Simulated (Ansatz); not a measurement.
# WCl4 (singlet): the correlation ladder, def2-SVP

One table from this session's results is given with a row withheld; the runs are named, their logs left out.

Method: def2-SVP, core rule «outside noble gas», up to 24 orbitals frozen; program: Ansatz 0.2.0, Gaussian basis.

Plan: UHF; CCSD(T) on RHF; CCSD(T) on UHF; CASSCF and NEVPT2, 8 electrons in 8 orbitals.

1 further run of the same task is left out (it didn't finish). Runs told in other sessions of the task aren't counted.

## The system

The geometry is a PBE0/def2-TZVP stationary point (not a proven minimum). No spin-orbit coupling is included. Elements past krypton take def2 core potentials.

5 atoms, charge 0, spin multiplicity 1.

Atoms are counted from 1 here; the program's logs count them from 0.

Bond lengths: W1–Cl2 2.236 Å, W1–Cl3 2.236 Å, W1–Cl4 2.236 Å, W1–Cl5 2.236 Å. Angles: Cl2–W1–Cl3 98.2°, Cl2–W1–Cl4 98.2°, Cl2–W1–Cl5 135.7°, Cl3–W1–Cl4 135.7°, Cl3–W1–Cl5 98.2°, Cl4–W1–Cl5 98.2°.

Coordinates:

```xyz
5

W     0.0000    0.0000    0.0000
Cl    0.8517    1.4672    1.4560
Cl   -0.8307   -1.4631    1.4722
Cl   -0.8554    1.4610   -1.4601
Cl    0.8344   -1.4651   -1.4681
```

Set-up of the first run:

in.yaml reads:

```yaml
crystal:
  periodic: [false, false, false]
  atoms:
    - {symbol: W, position_ang: [0.000000, 0.000000, 0.000000]}
    - {symbol: Cl, position_ang: [0.851710, 1.467233, 1.456008]}
    - {symbol: Cl, position_ang: [-0.830716, -1.463127, 1.472180]}
    - {symbol: Cl, position_ang: [-0.855384, 1.461028, -1.460088]}
    - {symbol: Cl, position_ang: [0.834390, -1.465134, -1.468100]}
basis:
  gaussian: {orbitals: def2-SVP}
magnetization: {spin_polarized: true, initial_magnetization: 0}
hamiltonian: {xc: hf}
output: {orbitals: {seedname: orbitals}}
```

The run is started by

```sh
$ ansatz run in.yaml --threads 1 --pin off --events-out ev --progress --plain --max-ram 4096MiB --backend cpu
```

Steps of the session up to this table: UHF; CCSD(T) on RHF; CCSD(T) on UHF; CASSCF and NEVPT2, 8 electrons in 8 orbitals.

One table of the session follows, with a row left open; its other results are not shown here.

```
         method  from RCCSD(T) (meV)
            RHF             +20832.3
            UHF                    ?
           RMP2              +1753.8
           UMP2              +1641.3
          RCCSD               +774.8
          UCCSD               +559.8
       RCCSD(T)                    0
       UCCSD(T)               -167.9
CASSCF frontier             +19255.0
NEVPT2 frontier              +2467.1
```

Q: Estimate the row for UHF from the others.

The run gave: from RCCSD(T) (meV): +20273.4. In the column «from RCCSD(T) (meV)» it lies between CASSCF frontier (+19255.0) and RHF (+20832.3).

The program flags UCCSD(T) as in doubt (see the logs), so read those rows with care; the flags are other amplitudes.

Caveats from the session: The determinant of HF (⟨S²⟩ 1.01) is far from a pure spin state, so its energy mixes those of several spin states; that is harmless only where they are near-degenerate. The determinant of CCSD(T) (⟨S²⟩ 1.01) is far from a pure spin state, so its energy mixes those of several spin states; high orders of coupled cluster remove much of that, low ones don't. The program flags UCCSD(T) as in doubt, so read those rows with care; the flags are other amplitudes. Warnings: restricted reference is unstable; spin contamination; large T1 diagnostic. Restricted and unrestricted rows rest on different reference determinants; a gap between their highest levels can come from leftover correlation error, from unlike frozen cores or from another state.
